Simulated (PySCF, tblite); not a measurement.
**C₄H₇FO₂Si₂: geometry, infrared bands and NMR shifts**

Wanted: the infrared bands and NMR shifts of C₄H₇FO₂Si₂ (`O=C1OCC=C1[SiH2][SiH2]F`), by calculation.

Computed with tblite 0.8.0 and PySCF 2.14.0, with density-fitted response routines of our own, on a single molecule in the gas phase. Atoms count from 0, in the outputs and in this text.

### Step 1. The starting structure

16 atoms, charge 0, multiplicity 1; geometry from: force field or distance geometry start.

Bonds of the start (Å): O0–C1 1.27, C1–O2 1.38, O2–C3 1.41, C3–C4 1.48, C4–C5 1.33, C5–Si6 1.84, Si6–Si7 2.22, Si7–F8 1.71, C5–C1 1.46, C3–H9 1.12, C3–H10 1.11, C4–H11 1.09, Si6–H12 1.45, Si6–H13 1.48, Si7–H14 1.49, Si7–H15 1.47.

### Step 2. Geometry optimisation with GFN2-xTB

What the job is given:

```
{"job": {"kind": "relax", "xc": "GFN2-xTB", "basis": "xTB"}, "charge": 0, "multiplicity": 1}
O     -0.266500    -0.967700    -2.594900
C     -0.911500    -0.643400    -1.549200
O     -2.195800    -1.029800    -1.226900
C     -2.631200    -0.509900     0.004700
C     -1.437400     0.236800     0.472500
C     -0.458600     0.164500    -0.420700
Si     1.205800     0.934200    -0.306700
Si     2.613700    -0.130900     1.044500
F      3.849500    -0.794700     0.068500
H     -3.450600     0.239300    -0.167000
H     -2.981700    -1.287700     0.720600
H     -1.367600     0.788600     1.410200
H      1.798000     1.014100    -1.631900
H      1.145400     2.324100     0.200200
H      3.196300     0.851500     1.996100
H      1.884700    -1.180000     1.771300
```

Launch:

```sh
> OMP_NUM_THREADS=1 python probes_run.py task.json out
```

One launch serves the whole session: the jobs run in the order shown.

**Question.** This job is followed by: GFN2-xTB harmonic vibrations, gas phase; GIAO PBE0/pcSseg-1 NMR shielding, non-relativistic, gas phase. Predict these results of the whole session: strongest single infrared mode (GFN2-xTB); zero-point energy (GFN2-xTB); ¹³C shifts against TMS (PBE0/pcSseg-1); ¹H shifts against TMS (PBE0/pcSseg-1, means over atoms taken as alike); ¹⁷O shifts against H2O (PBE0/pcSseg-1); ²⁹Si shifts against TMS (PBE0/pcSseg-1); ¹⁹F shifts against CFCl3 (PBE0/pcSseg-1).

**Answer**, as computed:

| quantity | value |
| --- | --- |
| strongest single infrared mode (GFN2-xTB) | 654 cm⁻¹, 574 km/mol |
| zero-point energy (GFN2-xTB) | 61.6 kcal/mol |
| ¹³C shifts against TMS (PBE0/pcSseg-1) | 186.7, 170.1, 139.0, 78.6 ppm |
| ¹H shifts against TMS (PBE0/pcSseg-1, means over atoms taken as alike) | 7.78, 5.78, 5.08, 4.36 ppm |
| ¹⁷O shifts against H2O (PBE0/pcSseg-1) | 390.9, 216.5 ppm |
| ²⁹Si shifts against TMS (PBE0/pcSseg-1) | -11.7, -99.4 ppm |
| ¹⁹F shifts against CFCl3 (PBE0/pcSseg-1) | -223.6 ppm |

What this shows: Over 216 steps the energy fell by 0.949 eV; of the close pairs, Si6–Si7 changed most, 2.223 to 2.311 Å. All 42 modes are real, so the xTB geometry is a minimum. The strongest single mode, at 654 cm⁻¹, is spread over many atoms; the largest shares are those of H13, H12. Unscaled tight-binding wavenumbers are off by several per cent, some by more. Its intensities can rank the bands wrongly. The most deshielded hydrogen is H11 (hydrogen on a β carbon of a C=C–C=O unit), at 7.78 ppm: olefinic region. At PBE0/pcSseg-1: The widest tensor belongs to O0: span 582 ppm, with a paramagnetic part of -458 ppm.
